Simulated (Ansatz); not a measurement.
# H4OS2Sn: the cost of one run

All numbers below are computed with Ansatz 0.2.0 (UKS PBE-D4/def2-SVP).

## Step 1: Starting point

Bond lengths: O1–Sn2 1.929 Å, Sn2–S3 2.389 Å, Sn2–S4 2.363 Å, O1–H5 1.034 Å, Sn2–H6 1.759 Å, S3–H7 1.426 Å, S4–H8 1.382 Å. Angles: O1–Sn2–S3 107.9°, O1–Sn2–S4 110.7°, O1–Sn2–H6 110.0°, S3–Sn2–S4 107.9°, S3–Sn2–H6 109.8°, S4–Sn2–H6 110.5°, Sn2–O1–H5 106.1°, Sn2–S3–H7 93.7°, Sn2–S4–H8 93.5°.

Coordinates:

```xyz
8

O    -0.7211    1.5263   -1.4594
Sn   -0.0684    0.3958   -0.0394
S     2.2157   -0.1256   -0.5047
S    -1.2754   -1.6341    0.0316
H    -1.7279    1.6696   -1.2716
H    -0.1865    1.2352    1.5016
H     2.3541   -0.9661    0.6386
H    -0.4983   -2.1583    1.0476
```

## Step 2: Relaxing end A

Input file input.yaml:

```yaml
crystal:
  periodic: [false, false, false]
  atoms:
    - { symbol: O, position_ang: [-0.7211, 1.5263, -1.4594] }
    - { symbol: Sn, position_ang: [-0.0684, 0.3958, -0.0394] }
    - { symbol: S, position_ang: [2.2157, -0.1256, -0.5047] }
    - { symbol: S, position_ang: [-1.2754, -1.6341, 0.0316] }
    - { symbol: H, position_ang: [-1.7279, 1.6696, -1.2716] }
    - { symbol: H, position_ang: [-0.1865, 1.2352, 1.5016] }
    - { symbol: H, position_ang: [2.3541, -0.9661, 0.6386] }
    - { symbol: H, position_ang: [-0.4983, -2.1583, 1.0476] }
magnetization:
  spin_polarized: true
basis:
  gaussian: { orbitals: def2-SVP }
hamiltonian:
  xc: pbe
  dispersion: d4
relax:
  f_tol: 0.02
  max_steps: 50
```

Started as:

```
> ansatz run input.yaml --threads 2 --pin off --max-ram 3072MiB --backend cpu --events-out ev --progress --plain --runs-dir out
```

**Question.** How long does this run take on 2 threads of AMD EPYC 9R45 (Zen 5), shared host, and how much memory does it need?

About 28 s, with a peak of 0.19 GiB.
